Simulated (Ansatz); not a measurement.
# PtSe (F-43m) in Ansatz: reference runs

How does PtSe come out in PBE? The cell is run as given.

Program: Ansatz 0.2.0. These are calculated values, not measurements. Logs are shortened: lines on timing, memory, paths and dates and some standing lists are left out, and cuts for length are marked.

### 1 Starting point

It takes space group F-43m (No. 216, cubic). Conventional cell: a = 6.075 Å, b = 6.075 Å, c = 6.075 Å, α = 90.00°, β = 90.00°, γ = 90.00°. Around Pt (site symmetry -43m) lie 4 Se at 2.63 Å. Se (site symmetry -43m) is surrounded by 4 Pt at 2.63 Å.

The cell comes from a database or a generator and needn't be the stable form of this composition.

### 2 Single point, PBE

Contents of input.yaml:

```yaml
crystal:
  lattice:
    - [0.0, 3.03744723, 3.03744723]
    - [3.03744723, 0.0, 3.03744723]
    - [3.03744723, 3.03744723, 0.0]
  atoms:
    - { symbol: Pt, position: [0.0, 0.0, 0.0] }
    - { symbol: Se, position: [0.25, 0.25, 0.25] }
kpoints:
  mp_grid: { grid: [8, 8, 8] }
scf:
  occupations: { method: fermi_dirac, width: 0.05 }
hamiltonian:
  xc: pbe
  pseudopotentials: { kind: all_electron, lapw: { basis_error: 0.001 } }
output:
  forces: true
  stress: true
  eigenvalues: true
  populations: true
```

Potentials or basis: all-electron LAPW, scalar-relativistic.

Launch:

```
ansatz run input.yaml --threads 1 --pin off --max-ram 3072MiB --backend cpu --events-out ev --progress --plain --runs-dir out
```

Log:

```text
Warning: RAYON_NUM_THREADS=1 ignored (pool sized by the plan → 1); use --threads N
Pt: projections on atomic orbitals take those of the free atom 1s2 2s2 2p6 3s2 3p6 3d10 4s2 4p6 4d10 4f14 5s2 5p6 5d9 6s1, of charge +0.00 (hamiltonian.pseudopotentials.projection_atoms)
Se: projections on atomic orbitals take those of the free atom 1s2 2s2 2p6 3s2 3p6 3d10 4s2 4p4, of charge +0.00 (hamiltonian.pseudopotentials.projection_atoms)
LAPW: plane waves up to 8.526 Å⁻¹, error target 1.0e-3 eV per atom; small_component_spin mean_spin; Se in spheres of 1.258 Å, 24 of its electrons in bands, Dirac shells []; Pt in spheres of 1.372 Å, 42 of its electrons in bands, Dirac shells [] (how accurate: hamiltonian.pseudopotentials.lapw.basis_error, Limitations)
Engine: ansatz 0.2.0, aarch64-unknown-linux-gnu
Pseudopotentials: kind: all_electron
Pseudopotential: Pt, LAPW, valence charge 42, lapw/all_electron/scalar/gaussian/Pt, Koelling and Harmon's equation, gaussian nucleus
Pseudopotential: Se, LAPW, valence charge 24, lapw/all_electron/scalar/gaussian/Se, Koelling and Harmon's equation, gaussian nucleus
Functional definition: PBE
  parameter kappa = 0.804
  parameter beta = 0.06672455060314922
  exchange = pbe_x(kappa = kappa, mu = beta*pi^2/3)
  correlation = pbe_c(beta = beta)
Crystal: 2 atoms, lattice volume = 56.047 Å³
Basis set: ecut = 276.95806234938 eV, 561 PW (Γ), exchange–correlation at level 2
Bands: 40, of which v1, the nominal top of the filled ones, is band 33 counted from 1 (32 counted from 0)
Symmetry: 24 space group operations
Space group: F-43m (ITA 216), of the structure as read, at distance tolerance 3.8e-5 Å
k-points: 29 of 512 (time reversal used)
Non-local potential: Pt, projectors of the file, none
Non-local potential: Se, projectors of the file, none
Initial density: superposition of atomic densities (chi_scale 0.1, normalization cell, long waves kept (reshape's long-wave potential 0.00 eV rms))
Initial wavefunctions: plane waves of lowest kinetic energy (no species holds an atomic orbital)
Functional: x = pbe(κ = 0.804, μ = 0.2195149727645171), c = pbe(β = 0.06672455060314922)
iter 1 solved again at ethr=3.70e-4 eV; its pass at ethr=1.00e-1 eV (dr2=2.44e-1 eV) is discarded
SCF iter   1: F=—  HF=-567082.698756 eV  |F-HF|=—  |Δ(HF+E_count)|=         —  Δρ=2.07e-2  dr2=2.45e-1  ethr=3.70e-4  ⟨swp⟩=2.6  Hψ=7158  notcnv=0
preconditioner: auto → LDOS  [metal: Δε(μ)=0.064 eV  Ē_g=10.691 eV  σ=0.050 eV  W_gap=0.31  n_scr=14 (ndim 8)  ℏωp=19.8 eV  f_vac=0.316  D(μ)=2.97/eV (n_scr^D=26)  β→1.0]
SCF iter   2: F=—  HF=-567082.522833 eV  |F-HF|=—  |Δ(HF+E_count)|=   1.76e-1  Δρ=8.26e-3  dr2=6.29e-2  ethr=3.70e-4  ⟨swp⟩=2.0  Hψ=3538  notcnv=0
SCF iter   3: F=—  HF=-567082.538826 eV  |F-HF|=—  |Δ(HF+E_count)|=   1.60e-2  Δρ=3.36e-3  dr2=1.21e-2  ethr=9.53e-5  ⟨swp⟩=2.1  Hψ=3541  notcnv=0
SCF iter   4: F=—  HF=-567082.515263 eV  |F-HF|=—  |Δ(HF+E_count)|=   2.36e-2  Δρ=1.62e-3  dr2=2.99e-3  ethr=1.83e-5  ⟨swp⟩=2.0  Hψ=3344  notcnv=0
iter 5 solved again at ethr=2.50e-7 eV; its pass at ethr=4.53e-6 eV (dr2=1.65e-4 eV) is discarded
SCF iter   5: F=—  HF=-567082.513216 eV  |F-HF|=—  |Δ(HF+E_count)|=         —  Δρ=4.90e-4  dr2=1.65e-4  ethr=2.50e-7  ⟨swp⟩=2.0  Hψ=5702  notcnv=0
the basis was enlarged: its passes take 142.5 KiB over the memory plan, 1 of 1 planned eigensolver slots
SCF iter   6: F=—  HF=-567082.513221 eV  |F-HF|=—  |Δ(HF+E_count)|=   4.61e-6  Δρ=1.36e-4  dr2=8.94e-6  ethr=2.50e-7  ⟨swp⟩=2.0  Hψ=3344  notcnv=0
SCF iter   7: F=—  HF=-567082.513218 eV  |F-HF|=—  |Δ(HF+E_count)|=   2.90e-6  Δρ=6.28e-5  dr2=2.29e-6  ethr=1.35e-8  ⟨swp⟩=2.0  Hψ=3344  notcnv=0
SCF iter   8: F=—  HF=-567082.513219 eV  |F-HF|=—  |Δ(HF+E_count)|=   1.28e-6  Δρ=1.22e-5  dr2=1.07e-7  ethr=3.47e-9  ⟨swp⟩=3.0  Hψ=3509  notcnv=0
SCF iter   9: F=-567082.513219 eV  HF=-567082.513219 eV  |F-HF|=1.40e-9  |Δ(HF+E_count)|=   7.61e-8  Δρ=1.93e-6  dr2=2.61e-9  ethr=1.62e-10  ⟨swp⟩=3.0  Hψ=3561  notcnv=0
SCF 1 converged in 9 iterations: F = -567082.513219 eV  dr2 = 2.61e-9
SCF converged after 9 iterations
Free energy (F): -567082.513219 eV
Harris-Foulkes:  -567082.513219 eV  (|F-HF|=1.40e-9)
Internal energy: -567082.491451 eV  (E = F + TS)
E sigma→0 (E₀):  -567082.502335 eV
Entropy (-TS):   -0.021768 eV (-10.884 meV/atom)
Fermi energy:    10.046959 eV
--- Per-component energies (eV) ---
  E_band       = -5650.455925
  E_kinetic    = 636567.817351
  E_xc         = -12086.054913
  E_electrostatic = -1191564.253889  (all electrons and nuclei)
  E_smearing   = -0.021768  (= −TS)
  E_closure    = 0.000000  (closes the sum)
  E_atoms      = -567073.389838  (free atoms, spherical and without spin; not in F)
  Σ components = -567082.513219   (vs F -567082.513219, Δ=0.00e0)
  Basis errors (estimates in eV, not in F): energy 4.2e-4 per atom: plane waves 3.8e-4 (2.3e-4 summed), levels above the bands 1.3e-98, relativity 8.2e-8, radial functions 3.7e-5, core shells 1.4e-7; eigenvalues (radial functions only) 1.4e-6; not estimated: angular momenta, meshes, grids; target (lapw.basis_error) 1.0e-3; muffin-tin radii Se 1.258 Å, Pt 1.372 Å
--- Forces (eV/Å), atoms counted from 1 ---
  atom   1  Pt    -0.00000000     0.00000000     0.00000000
  atom   2  Se     0.00000000    -0.00000000     0.00000000
  max |Σ_I F_I| component: 3.01e-17 eV/Å
--- Stress (GPa, compression-positive) ---
      -11.095432       0.000000      -0.000000
        0.000000     -11.095432      -0.000000
       -0.000000      -0.000000     -11.095432
  P = ⅓ Tr σ = -11.0954 GPa (-110.954 kbar)
--- Band table (eV; the first three rows and the last of 29) ---
  k-point 0: bands = ["-292.4207", "-292.4207", "-292.4207", "-292.3831", "-292.3831", "-198.7508", "-138.2152", "-138.2152", "-138.2152", "-87.6075", "-56.1702", "-56.1435", "-56.1435", "-56.1435", "-56.1222", "-56.1222", "-56.1222", "-41.8483", "-41.8483", "-41.8483", "-38.4090", "-38.4090", "-38.4090", "-38.4079", "-38.4079", "-3.5650", "5.7169", "5.7169", "5.7169", "7.9432", "7.9432", "10.3859", "11.7374", "11.7374", "11.7374", "16.6416", "16.6416", "16.6416", "20.0966", "22.4776"]
  k-point 1: bands = ["-292.4207", "-292.4207", "-292.4207", "-292.3831", "-292.3831", "-198.7508", "-138.2153", "-138.2153", "-138.2153", "-87.6075", "-56.1702", "-56.1435", "-56.1435", "-56.1435", "-56.1222", "-56.1222", "-56.1222", "-41.8484", "-41.8483", "-41.8483", "-38.4092", "-38.4091", "-38.4091", "-38.4079", "-38.4079", "-3.5052", "5.5955", "5.7606", "5.7606", "7.9321", "7.9321", "10.2078", "11.5756", "11.5756", "11.8126", "16.2314", "16.8531", "16.8531", "20.9422", "21.5537"]
  k-point 2: bands = ["-292.4207", "-292.4207", "-292.4207", "-292.3831", "-292.3831", "-198.7508", "-138.2153", "-138.2153", "-138.2153", "-87.6075", "-56.1702", "-56.1435", "-56.1435", "-56.1435", "-56.1222", "-56.1222", "-56.1222", "-41.8487", "-41.8483", "-41.8483", "-38.4096", "-38.4092", "-38.4092", "-38.4079", "-38.4079", "-3.3564", "5.3736", "5.8617", "5.8617", "7.9359", "7.9359", "9.4506", "11.1805", "11.1805", "12.1696", "16.1734", "17.2639", "17.2639", "20.6284", "21.2278"]
  k-point 28: bands = ["-292.4207", "-292.4207", "-292.4207", "-292.3831", "-292.3831", "-198.7508", "-138.2153", "-138.2153", "-138.2153", "-87.6075", "-56.1702", "-56.1435", "-56.1435", "-56.1435", "-56.1222", "-56.1222", "-56.1222", "-41.8490", "-41.8488", "-41.8486", "-38.4101", "-38.4095", "-38.4095", "-38.4079", "-38.4078", "-2.9896", "5.3889", "5.7407", "6.5168", "7.8183", "8.2109", "8.2695", "8.6417", "9.7713", "14.9089", "16.1678", "17.1173", "18.3144", "21.3629", "22.9716"]
--- Löwdin populations: 2 sites ---
  site symbol       q [e]
     0     Pt     77.6747
     1     Se     34.1627
  spilling = 0.001452 (of n_electrons = 112.000000)
```

It took 24 s on 1 thread of Arm Neoverse V2, shared host; peak memory 0.33 GiB.

Results:

```
Free energy            : -567082.5132 eV
Pressure               : -11.1 GPa
Band gap on the k mesh : none (metal or under the smearing width)
```
